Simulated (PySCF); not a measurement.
**CH₈FPSi₂: electronic excitations and core binding energies**

What electronic excitations and core binding energies should CH₈FPSi₂ (`C[Si@@H](F)[SiH2]P`) show?

The runs use PySCF 2.14.0, with density-fitted response routines of our own; the level of theory stands in each step. All values are computed, except where a source is named. Atoms count from 0, in the outputs and in this text.

## Step 1: The molecule as given

13 atoms, charge 0, multiplicity 1; geometry from: GFN2-xTB.

Bonds of the start (Å): C0–Si1 1.90, Si1–F2 1.62, Si1–Si3 2.32, Si3–P4 2.24, C0–H5 1.09, C0–H6 1.09, C0–H7 1.09, Si1–H8 1.46, Si3–H9 1.48, Si3–H10 1.47, P4–H11 1.38, P4–H12 1.38.

## Step 2: Ultraviolet spectrum: B3LYP/def2-SVPD

The job: settings as JSON, then the geometry in Å.

```
{"job": {"kind": "uv", "xc": "B3LYP", "basis": "def2-SVPD", "nstates": 8, "ntriplets": 3}, "charge": 0, "multiplicity": 1}
C     -1.707999    -1.208703    -0.066608
Si    -0.872013     0.225059    -0.989937
F     -1.996497     1.385536    -1.126542
Si     0.875785     1.188897     0.185733
P      2.660013    -0.171007     0.108441
H     -2.583086    -1.567279    -0.601921
H     -2.037361    -0.900635     0.923093
H     -1.030677    -2.048657     0.058506
H     -0.646363    -0.141060    -2.387239
H      0.538095     1.503768     1.587467
H      1.366743     2.452961    -0.381740
H      3.314124     0.426854     1.165600
H      2.114847    -1.145249     0.923674
```

Method: TDDFT B3LYP/def2-SVPD, vertical, gas phase, core orbitals frozen in the response.

The run is started by

```sh
OMP_NUM_THREADS=1 python probes_run.py task.json out
```

The driver reads the jobs from task.json and runs them one after another.

What it wrote:

```text
coarse grid: 12008 points
cycle   1  E = -1062.6396245717  dE =  8.209e-02  |g| = 6.031e-01  |ddm| = 4.328e+00
cycle   2  E = -1062.5333008918  dE =  1.063e-01  |g| = 9.955e-01  |ddm| = 1.521e+00
cycle   3  E = -1062.7125026827  dE = -1.792e-01  |g| = 9.590e-02  |ddm| = 8.890e-01
cycle   4  E = -1062.7143196634  dE = -1.817e-03  |g| = 3.283e-02  |ddm| = 1.427e-01
cycle   5  E = -1062.7145870315  dE = -2.674e-04  |g| = 5.209e-03  |ddm| = 3.792e-02
cycle   6  E = -1062.7145960650  dE = -9.033e-06  |g| = 1.305e-03  |ddm| = 1.274e-02
final grid: 101568 points
cycle   7  E = -1062.8425442739  dE = -1.478e-05  |g| = 3.974e-03  |ddm| = 5.037e-02
cycle   8  E = -1062.8425410416  dE =  3.232e-06  |g| = 5.430e-03  |ddm| = 1.037e-02
cycle   9  E = -1062.8425483325  dE = -7.291e-06  |g| = 4.906e-04  |ddm| = 5.650e-03
cycle  10  E = -1062.8425483762  dE = -4.369e-08  |g| = 1.133e-04  |ddm| = 6.041e-04
cycle  11  E = -1062.8425483788  dE = -2.544e-09  |g| = 3.202e-05  |ddm| = 1.667e-04
cycle  12  E = -1062.8425483791  dE = -3.067e-10  |g| = 5.934e-06  |ddm| = 6.255e-05
converged SCF energy = -1062.8425483791

Static polarisability (au): isotropic 95.823, principal 83.802 92.209 111.458

Singlet excitations
state   eV       nm        f      main configurations
  1   5.5176    224.7   0.03263   H->L 0.98
  2   6.1742    200.8   0.00678   H->L+1 0.87, H-1->L 0.09
  3   6.2533    198.3   0.01513   H-1->L 0.77, H->L+3 0.13
  4   6.4760    191.5   0.01038   H->L+3 0.49, H->L+2 0.41
  5   6.6975    185.1   0.14721   H->L+2 0.51, H->L+3 0.33
  6   6.9664    178.0   0.00893   H-1->L+1 0.66, H-2->L 0.17, H->L+4 0.12
  7   6.9885    177.4   0.02206   H->L+4 0.82
  8   7.0767    175.2   0.04381   H-2->L 0.71, H-1->L+1 0.21

Triplet excitations (Tamm-Dancoff, eV): 5.1707 5.5507 5.6203
```

Wall time 19 s (1 thread of Intel Xeon Platinum 8488C, shared host); peak memory 0.71 GiB.

Frontier orbitals and where they lie:

```csv
orbital,eV,atoms
HOMO−3,-9.29,"Si3 24 %, P4 22 %, H10 17 %"
HOMO−2,-9.02,"C0 24 %, Si1 20 %, H8 14 %"
HOMO−1,-8.16,"Si3 27 %, Si1 24 %, P4 11 %"
HOMO,-7.35,"P4 64 %, Si3 15 %, H12 7 %"
LUMO,-0.95,"Si1 27 %, Si3 23 %, P4 14 %"
LUMO+1,-0.32,"Si3 30 %, Si1 21 %, H9 9 %"
LUMO+2,-0.02,"P4 26 %, Si3 24 %, Si1 8 %"
```

With each of the 8 states as a Gaussian band of 0.4 eV half-width at 1/e, the curve within the window shown has maxima at 223 nm (ε 1,400), 183 nm (ε 8,100) L/(mol cm). Beyond the last state computed it falls off for lack of states. The curve at chosen wavelengths:

```
 nm  ε (L/mol/cm)
168          1822
171          3200
175          5373
178          6857
181          7839
185          7983
188          7235
192          5574
195          4247
198          3103
202          2008
205          1506
208          1231
212          1130
215          1180
218          1270
222          1360
225          1359
228          1287
232          1098
235           916
239           666
242           497
245           355
249           214
252           140
```

Ground-state properties from the same run:

```csv
property,computed
dipole moment (D),1.77
polarisability (Å³),14.20
HOMO–LUMO gap (eV),6.41
−ε(HOMO) (eV),7.35
```

## Step 3: X-ray photoelectron lines: SCAN, X2C

Settings changed since step 2:

```diff
@@ -1,2 +1,2 @@
-{"job": {"kind": "uv", "xc": "B3LYP", "basis": "def2-SVPD", "nstates": 8, "ntriplets": 3}, "charge": 0, "multiplicity": 1}
+{"job": {"kind": "xps"}, "charge": 0, "multiplicity": 1}
 C     -1.707999    -1.208703    -0.066608
```

Level: delta-SCF UKS SCAN, pcX-2 on the ionised atom, pcseg-1 elsewhere, spin-free X2C.

What it wrote:

```text
ground state, core basis on atom 0 (C), 153 functions
  cycle   1  E = -1064.93652986  |g| = 6.26e-01
  cycle   2  E = -1064.80282806  |g| = 1.07e+00
  cycle   3  E = -1065.01663286  |g| = 1.28e-01
  cycle   4  E = -1065.01975558  |g| = 4.11e-02
  cycle   5  E = -1065.02014717  |g| = 8.33e-03
  cycle   6  E = -1065.02016847  |g| = 2.99e-03
  cycle   7  E = -1065.02017226  |g| = 7.04e-04
  cycle   8  E = -1065.02017106  |g| = 1.26e-04
  E(ground) = -1065.10188570 Eh
hole in C 1s of atom 0
  cycle   1  E = -1053.77921064  |g| = 1.50e+00
  cycle   2  E = -1052.61819217  |g| = 1.92e+00
  cycle   3  E = -1054.24817553  |g| = 4.18e-01
  cycle   4  E = -1054.32573604  |g| = 2.09e-01
  cycle   5  E = -1054.34518992  |g| = 9.27e-02
  cycle   6  E = -1054.34787038  |g| = 3.03e-02
  cycle   7  E = -1054.34827047  |g| = 9.62e-03
  cycle   8  E = -1054.34833661  |g| = 2.99e-03
  cycle   9  E = -1054.34834517  |g| = 1.56e-03
  cycle  10  E = -1054.34834422  |g| = 5.56e-04
  cycle  11  E = -1054.34834585  |g| = 1.41e-04
  E(ion) = -1054.42899972 Eh   <S^2> = 0.7664   hole on atom = 1.000   binding energy = 290.424 eV
ground state, core basis on atom 1 (Si), 164 functions
  cycle   1  E = -1065.12208111  |g| = 2.89e-01
  cycle   2  E = -1065.12215240  |g| = 4.53e-02
  cycle   3  E = -1065.12212279  |g| = 3.72e-02
  cycle   4  E = -1065.12239548  |g| = 8.64e-03
  cycle   5  E = -1065.12241373  |g| = 1.80e-03
  cycle   6  E = -1065.12241308  |g| = 3.13e-04
  E(ground) = -1065.16240752 Eh
hole in Si 1s of atom 1
  cycle   1  E = -996.16158786  |g| = 4.35e+00
  cycle   2  E = -994.63523969  |g| = 2.52e+00
  cycle   3  E = -988.93162153  |g| = 2.75e+00
  cycle   4  E = -996.87461128  |g| = 8.98e-01
  cycle   5  E = -997.11915226  |g| = 5.64e-01
  cycle   6  E = -997.22002540  |g| = 9.25e-02
  cycle   7  E = -997.22452520  |g| = 4.78e-02
  cycle   8  E = -997.22556101  |g| = 1.40e-02
  cycle   9  E = -997.22568541  |g| = 3.50e-03
  cycle  10  E = -997.22569212  |g| = 1.16e-03
  cycle  11  E = -997.22569167  |g| = 3.88e-04
  E(ion) = -997.27446837 Eh   <S^2> = 0.7523   hole on atom = 1.000   binding energy = 1847.325 eV
hole in Si 2p of atom 1
  cycle   1  E = -1060.82155744  |g| = 1.24e+00
  cycle   2  E = -1059.22988504  |g| = 1.62e+00
  cycle   3  E = -1060.86955278  |g| = 5.76e-01
  cycle   4  E = -1061.14327421  |g| = 1.04e-01
  cycle   5  E = -1061.14514611  |g| = 1.11e-01
  cycle   6  E = -1061.15040093  |g| = 3.43e-02
  cycle   7  E = -1061.15075809  |g| = 1.06e-02
  cycle   8  E = -1061.15083766  |g| = 2.12e-03
  cycle   9  E = -1061.15083950  |g| = 8.24e-04
  cycle  10  E = -1061.15084083  |g| = 1.92e-04
  E(ion) = -1061.20319377 Eh   <S^2> = 0.7514   hole on atom = 1.003   binding energy = 107.736 eV
  2p3/2 = 107.459 eV   2p1/2 = 108.088 eV
ground state, core basis on atom 2 (F), 153 functions
  cycle   1  E = -1065.06506462  |g| = 1.23e-01
  cycle   2  E = -1065.06443880  |g| = 8.58e-02
  cycle   3  E = -1065.06489463  |g| = 6.78e-02
  cycle   4  E = -1065.06548863  |g| = 6.74e-03
  cycle   5  E = -1065.06550324  |g| = 6.86e-04
  cycle   6  E = -1065.06550391  |g| = 1.56e-04
  E(ground) = -1065.15034846 Eh
hole in F 1s of atom 2
  cycle   1  E = -1038.73447682  |g| = 2.58e+00
  cycle   2  E = -1038.01536741  |g| = 2.29e+00
  cycle   3  E = -1039.39079039  |g| = 5.70e-01
  cycle   4  E = -1039.55245503  |g| = 3.15e-01
  cycle   5  E = -1039.63122421  |g| = 6.95e-02
  cycle   6  E = -1039.63466271  |g| = 2.44e-02
  cycle   7  E = -1039.63512014  |g| = 5.23e-03
  cycle   8  E = -1039.63513937  |g| = 1.58e-03
  cycle   9  E = -1039.63514096  |g| = 4.75e-04
  E(ion) = -1039.72635768 Eh   <S^2> = 0.7566   hole on atom = 1.000   binding energy = 691.822 eV
ground state, core basis on atom 3 (Si), 164 functions
  cycle   1  E = -1065.11049170  |g| = 3.03e-01
  cycle   2  E = -1065.10700012  |g| = 1.82e-01
  cycle   3  E = -1065.10743022  |g| = 1.71e-01
  cycle   4  E = -1065.11214835  |g| = 7.59e-03
  cycle   5  E = -1065.11215762  |g| = 1.99e-03
  cycle   6  E = -1065.11215852  |g| = 3.61e-04
  E(ground) = -1065.15195186 Eh
hole in Si 1s of atom 3
  cycle   1  E = -996.18020647  |g| = 4.35e+00
  cycle   2  E = -996.05596232  |g| = 2.22e+00
  cycle   3  E = -996.62550416  |g| = 9.22e-01
  cycle   4  E = -997.17053503  |g| = 3.59e-01
  cycle   5  E = -997.25302500  |g| = 1.19e-01
  cycle   6  E = -997.25683931  |g| = 6.53e-02
  cycle   7  E = -997.25822159  |g| = 1.81e-02
  cycle   8  E = -997.25840974  |g| = 5.04e-03
  cycle   9  E = -997.25842296  |g| = 1.41e-03
  cycle  10  E = -997.25842473  |g| = 3.53e-04
  E(ion) = -997.30659010 Eh   <S^2> = 0.7526   hole on atom = 1.000   binding energy = 1846.166 eV
hole in Si 2p of atom 3
  cycle   1  E = -1060.83676482  |g| = 1.24e+00
  cycle   2  E = -1060.50949934  |g| = 1.23e+00
  cycle   3  E = -1061.09137345  |g| = 3.38e-01
  cycle   4  E = -1061.16995670  |g| = 1.16e-01
  cycle   5  E = -1061.17664354  |g| = 5.33e-02
  cycle   6  E = -1061.17775856  |g| = 1.47e-02
  cycle   7  E = -1061.17783968  |g| = 5.01e-03
  cycle   8  E = -1061.17785676  |g| = 1.38e-03
  cycle   9  E = -1061.17785826  |g| = 4.15e-04
  E(ion) = -1061.23001560 Eh   <S^2> = 0.7532   hole on atom = 1.002   binding energy = 106.721 eV
  2p3/2 = 106.501 eV   2p1/2 = 107.124 eV
ground state, core basis on atom 4 (P), 164 functions
  cycle   1  E = -1065.13283830  |g| = 3.40e-01
  cycle   2  E = -1065.13268313  |g| = 4.05e-02
  cycle   3  E = -1065.13227346  |g| = 5.42e-02
  cycle   4  E = -1065.13328622  |g| = 3.31e-03
  cycle   5  E = -1065.13328777  |g| = 1.42e-03
  cycle   6  E = -1065.13328883  |g| = 3.60e-04
  E(ground) = -1065.18516334 Eh
hole in P 1s of atom 4
  cycle   1  E = -984.97776117  |g| = 4.72e+00
  cycle   2  E = -983.21482055  |g| = 2.57e+00
  cycle   3  E = -973.88049440  |g| = 2.94e+00
  cycle   4  E = -986.03318097  |g| = 4.37e-01
  cycle   5  E = -986.05148750  |g| = 4.07e-01
  cycle   6  E = -986.12622313  |g| = 1.05e-01
  cycle   7  E = -986.13001255  |g| = 2.81e-02
  cycle   8  E = -986.13036763  |g| = 6.13e-03
  cycle   9  E = -986.13038965  |g| = 1.63e-03
  cycle  10  E = -986.13039147  |g| = 7.26e-04
  cycle  11  E = -986.13039192  |g| = 2.55e-04
  E(ion) = -986.18277440 Eh   <S^2> = 0.7520   hole on atom = 1.000   binding energy = 2149.765 eV
hole in P 2p of atom 4
  cycle   1  E = -1059.71346711  |g| = 1.38e+00
  cycle   2  E = -1057.89365296  |g| = 1.73e+00
  cycle   3  E = -1059.73830707  |g| = 7.54e-01
  cycle   4  E = -1060.09021661  |g| = 1.50e-01
  cycle   5  E = -1060.09954125  |g| = 1.31e-01
  cycle   6  E = -1060.10557910  |g| = 3.89e-02
  cycle   7  E = -1060.10610804  |g| = 1.33e-02
  cycle   8  E = -1060.10621303  |g| = 3.14e-03
  cycle   9  E = -1060.10622077  |g| = 1.11e-03
  cycle  10  E = -1060.10622165  |g| = 5.01e-04
  cycle  11  E = -1060.10622200  |g| = 2.99e-04
  E(ion) = -1060.16886623 Eh   <S^2> = 0.7535   hole on atom = 1.002   binding energy = 136.500 eV
  2p3/2 = 136.269 eV   2p1/2 = 137.160 eV
```

Wall time 44 s (1 thread of Intel Xeon Platinum 8488C, shared host); peak memory 0.59 GiB.

The holes in one table. −ε is the ground-state orbital energy:

```csv
hole,stands for,environment,ΔSCF (eV; 2p as the shell's mean),−ε (eV),⟨S²⟩
C1s on C0,C0,methyl carbon bonded to Si,290.42,273.5,0.766
Si1s on Si1,Si1,"silicon bonded to C, F, Si, H",1847.32,1794.3,0.752
Si2p on Si1,Si1,"silicon bonded to C, F, Si, H",107.67,97.0,0.751
F1s on F2,F2,fluorine bonded to Si,691.82,666.1,0.757
Si1s on Si3,Si3,"silicon bonded to P, Si, 2 H",1846.17,1793.5,0.753
Si2p on Si3,Si3,"silicon bonded to P, Si, 2 H",106.71,96.4,0.753
P1s on P4,P4,"phosphorus bonded to Si, 2 H",2149.76,2092.6,0.752
P2p on P4,P4,"phosphorus bonded to Si, 2 H",136.57,125.7,0.753
```

With the spin-orbit splitting: Si1 2p3/2 107.46, 2p1/2 108.09 eV; Si3 2p3/2 106.50, 2p1/2 107.12 eV; P4 2p3/2 136.27, 2p1/2 137.16 eV. The table gives each 2p level as the mean over the whole 2p shell (two parts 2p3/2, one part 2p1/2), which differs a little from the single hole in the log.

## Step 4: Results

| quantity | value |
| --- | --- |
| lowest singlet (B3LYP/def2-SVPD) | 5.52 eV (225 nm), f = 0.033 |
| brightest single state of those computed | state 5, 6.70 eV, f = 0.147 |
| lowest triplet | 5.17 eV |
| Si1s binding energies, SCAN/pcX-2 | Si1 1847.32, Si3 1846.17 eV |
| Si2p binding energies, SCAN/pcX-2 | Si1 107.67, Si3 106.71 eV |
| C1s binding energies, SCAN/pcX-2 | C0 290.42 eV |
| F1s binding energies, SCAN/pcX-2 | F2 691.82 eV |
| P1s binding energies, SCAN/pcX-2 | P4 2149.76 eV |
| P2p binding energies, SCAN/pcX-2 | P4 136.57 eV |

The lowest singlet, at 5.52 eV, is HOMO→LUMO 0.98 and is weak; of the 8 states computed, the strongest absorption comes from state 5 at 6.70 eV. The lowest triplet lies 0.35 eV below the lowest singlet (triplets in Tamm-Dancoff, singlets in full TDDFT). Si1 (silicon bonded to C, F, Si, H) binds its Si1s electron 1.16 eV more tightly than Si3 (silicon bonded to P, Si, 2 H). The Si2p levels kept as sound span 0.96 eV, from Si3 (silicon bonded to P, Si, 2 H) up to Si1 (silicon bonded to C, F, Si, H).
